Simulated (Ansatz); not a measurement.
# HfTe4: the cost of one run

Computed with Ansatz 0.2.0 (DFT PBE, scalar-relativistic, plane waves, PAW, unless a step's input says otherwise).

## Step 1: The starting structure

It takes space group P-43m (No. 215, cubic). Conventional cell: a = 5.369 Å, b = 5.369 Å, c = 5.369 Å, α = 90.00°, β = 90.00°, γ = 90.00°. Around Hf (site symmetry -43m) lie 4 Te at 2.76 Å. Around Te (site symmetry 3m) lie 1 Hf at 2.76 Å and 3 Te at 3.09 Å.

As a file:

```cif
data_structure
_symmetry_space_group_name_H-M 'P-43m'
_symmetry_Int_Tables_number 215
_cell_length_a 5.3694
_cell_length_b 5.3694
_cell_length_c 5.3694
_cell_angle_alpha 90.000
_cell_angle_beta 90.000
_cell_angle_gamma 90.000
_cell_volume 154.80
loop_
_atom_site_label
_atom_site_type_symbol
_atom_site_symmetry_multiplicity
_atom_site_Wyckoff_symbol
_atom_site_fract_x
_atom_site_fract_y
_atom_site_fract_z
_atom_site_occupancy
Hf1 Hf 1 b 0.50000 0.50000 0.50000 1
Te1 Te 4 e 0.79635 0.79635 0.79635 1
```

A structure generator made this guess: random cell by space group and Wyckoff sites (P-43m, No. 215). Lengths come from tabulated atomic sizes and are only a guess.

## Step 2: The guess as it stands, on a coarse mesh

The input, input.yaml:

```yaml
crystal:
  lattice:
    - [5.36941494, 0.0, 0.0]
    - [0.0, 5.36941494, 0.0]
    - [0.0, 0.0, 5.36941494]
  atoms:
    - { symbol: Hf, position: [0.5, 0.5, 0.5] }
    - { symbol: Te, position: [0.79635115, 0.79635115, 0.79635115] }
    - { symbol: Te, position: [0.20364885, 0.20364885, 0.79635115] }
    - { symbol: Te, position: [0.20364885, 0.79635115, 0.20364885] }
    - { symbol: Te, position: [0.79635115, 0.20364885, 0.20364885] }
basis:
  ecutwfc: 420
kpoints:
  mp_grid: { grid: [4, 4, 4] }
hamiltonian:
  xc: pbe
scf:
  occupations: { method: gaussian, width: 0.1 }
  lower_state_search: "off"
output:
  forces: true
  stress: true
  eigenvalues: true
```

The run is started by

```console
ansatz run input.yaml --threads 1 --pin off --max-ram 2560MiB --backend cpu --events-out ev --progress --plain --runs-dir out
```

Q: Estimate wall time and peak memory on 1 thread of Intel Xeon at 2.70GHz, shared host.

About 6.4 s, with a peak of 0.41 GiB.
